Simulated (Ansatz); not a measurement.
A nudged elastic band was laid between two geometries of a periodic cell of 33 atoms, LiAl$_{32}$ (host Al, host structure fcc, interstitial Li).

These are results of DFT PBE-D3(BJ), scalar-relativistic, plane waves, PAW in Ansatz 0.2.0, not measurements. Settings: cutoff 420 eV, k mesh 2x2x2, gaussian smearing 0.15 eV, no spin polarisation.

```
movable images  : 5
climbing image  : yes
spring          : 10.0 eV/Å²
optimiser       : quadratic models (default)
start path      : IDPP
force threshold : 0.05 eV/Å
iteration limit : 39
end points      : relaxed
```

Image 0:

```xyz
33
Lattice="8.1000 0.0000 0.0000 0.0000 8.1000 0.0000 0.0000 0.0000 8.1000" Properties=species:S:1:pos:R:3
Al 4.427 -0.006 -0.001
Al 6.079 2.132 0.000
Al 6.079 -0.001 2.132
Al -0.355 -0.006 -0.001
Al 2.022 2.413 -0.001
Al 4.157 4.058 0.000
Al 6.079 5.969 0.000
Al 2.022 -0.006 2.394
Al 4.041 2.017 2.016
Al 6.075 4.049 2.061
Al 4.157 -0.001 4.051
Al 6.075 2.060 4.050
Al 6.079 0.000 5.969
Al -0.106 4.058 0.000
Al 2.022 5.730 -0.001
Al 0.007 2.021 2.019
Al 2.025 4.058 2.132
Al 4.048 6.080 2.022
Al -0.106 0.000 4.051
Al 2.025 2.132 4.051
Al 4.086 4.049 4.050
Al 6.075 6.037 4.050
Al 2.022 -0.006 5.712
Al 4.042 2.018 6.084
Al 6.075 4.049 6.038
Al 0.001 6.077 2.025
Al -0.037 4.049 4.050
Al 2.025 5.969 4.051
Al 0.006 2.022 6.081
Al 2.025 4.058 5.968
Al 4.049 6.079 6.077
Al 0.000 6.076 6.074
Li 2.040 0.029 0.005
```

Image 6:

```xyz
33
Lattice="8.1000 0.0000 0.0000 0.0000 8.1000 0.0000 0.0000 0.0000 8.1000" Properties=species:S:1:pos:R:3
Al 4.048 -0.378 -0.003
Al 6.447 2.028 -0.003
Al 6.067 0.007 2.017
Al 0.002 -0.106 0.000
Al 1.664 2.028 -0.003
Al 4.048 4.406 -0.003
Al 6.181 6.071 0.000
Al 2.032 0.006 2.019
Al 4.048 2.028 2.401
Al 6.070 4.044 2.021
Al 4.050 -0.106 4.054
Al 6.181 2.025 4.054
Al 6.070 0.004 6.081
Al 0.002 4.156 0.000
Al 1.919 6.071 0.000
Al 0.002 2.025 2.131
Al 2.029 4.046 2.022
Al 4.050 6.071 2.131
Al 0.000 -0.036 4.050
Al 1.919 2.025 4.054
Al 4.050 4.156 4.054
Al 6.111 6.075 4.050
Al 2.029 0.003 6.080
Al 4.048 2.028 5.718
Al 6.073 4.047 6.078
Al 0.000 6.075 2.061
Al 0.000 4.087 4.050
Al 1.989 6.075 4.050
Al 0.002 2.025 5.969
Al 2.026 4.048 6.077
Al 4.050 6.071 5.969
Al 0.000 6.075 6.038
Li 4.057 2.010 0.013
```

What changes between the two ends?

Contacts lost: Al1–Al2, Al2–Al6, Al4–Li33, Al5–Al6, Al8–Li33, Al15–Li33, Al23–Li33. Contacts made: Al1–Al15, Al2–Li33, Al4–Al5, Al4–Al15, Al6–Li33, Al9–Li33, Al24–Li33. The atom that moves furthest is Li33, by 2.83 Å.

Give the energies along the band, and the barrier.

The forces met the threshold. The highest image is number 3 of 0 to 6, 0.50 eV above the ends, which have the same energy within 2 meV. By the program's own check the climbing image is of a kind that is not told: the force calls were inconclusive, a negative curvature could not be distinguished from the path's own, the only one lies far off the path, or fixed occupations may fill a level only in part (lowest curvatures found: -0.64 and -0.09 eV/Å²). Limits of this set-up: coarse k mesh.

| image | path coordinate (Å) | energy (eV) | Al1–Al2 (Å) | Al2–Al6 (Å) | Al4–Li33 (Å) |
| --- | --- | --- | --- | --- | --- |
| 0 | 0.00 | 0.00 | 2.70 | 2.72 | 2.40 |
| 1 | 0.88 | 0.00 | 2.80 | 2.81 | 2.38 |
| 2 | 1.76 | 0.27 | 2.97 | 2.87 | 2.55 |
| 3 | 2.65 | 0.50 | 3.24 | 2.89 | 2.97 |
| 4 | 3.54 | 0.26 | 3.63 | 2.89 | 3.70 |
| 5 | 4.44 | 0.00 | 3.73 | 3.01 | 4.31 |
| 6 | 5.34 | 0.00 | 3.40 | 3.38 | 4.57 |

What is the geometry of the highest image?


```xyz
33
Lattice="8.1000 0.0000 0.0000 0.0000 8.1000 0.0000 0.0000 0.0000 8.1000" Properties=species:S:1:pos:R:3:forces:R:3
Al 4.247 -0.914 0.000 0.00 0.00 0.00
Al 5.883 1.877 0.001 0.00 0.00 0.00
Al 6.095 -0.028 2.036 0.00 0.00 0.00
Al 0.198 0.158 0.001 0.00 0.00 0.00
Al 1.851 2.905 -0.002 0.00 -0.01 0.00
Al 4.240 4.249 0.001 0.00 0.00 0.00
Al 6.500 6.157 0.000 0.00 0.00 0.00
Al 2.045 -0.032 2.106 0.00 0.00 0.00
Al 4.021 2.067 2.096 0.00 0.00 0.00
Al 6.056 4.040 2.104 0.00 0.00 0.00
Al 4.123 0.025 4.051 0.00 0.00 0.00
Al 6.103 2.005 4.051 0.00 0.00 0.00
Al 6.095 -0.027 6.065 0.00 0.00 0.00
Al -0.395 3.961 0.001 0.00 0.00 0.00
Al 1.837 5.886 0.000 0.00 0.00 0.00
Al -0.026 2.054 2.042 0.00 0.00 0.00
Al 1.997 4.150 2.264 0.00 0.00 0.00
Al 4.073 5.978 2.277 0.00 0.00 0.00
Al -0.034 0.027 4.051 0.00 0.00 0.00
Al 1.949 2.011 4.051 0.00 0.00 0.00
Al 4.078 3.953 4.051 0.00 0.00 0.00
Al 6.138 6.060 4.050 0.00 0.00 0.00
Al 2.047 -0.032 5.996 0.00 0.00 0.00
Al 4.019 2.068 6.007 0.00 0.00 0.00
Al 6.056 4.040 5.997 0.00 0.00 0.00
Al 0.024 6.090 2.108 0.00 0.00 0.00
Al -0.061 4.069 4.050 0.00 0.00 0.00
Al 1.993 6.169 4.050 0.00 0.00 0.00
Al -0.026 2.054 6.060 0.00 0.00 0.00
Al 1.996 4.152 5.835 0.00 0.00 0.00
Al 4.073 5.978 5.823 0.00 0.00 0.00
Al 0.024 6.090 5.993 0.00 0.00 0.00
Li 3.044 0.991 0.002 0.00 0.00 0.00
```

Run time: 25 min on 2 threads of Arm Neoverse V1 (shared host), peak memory 2.1 GiB.
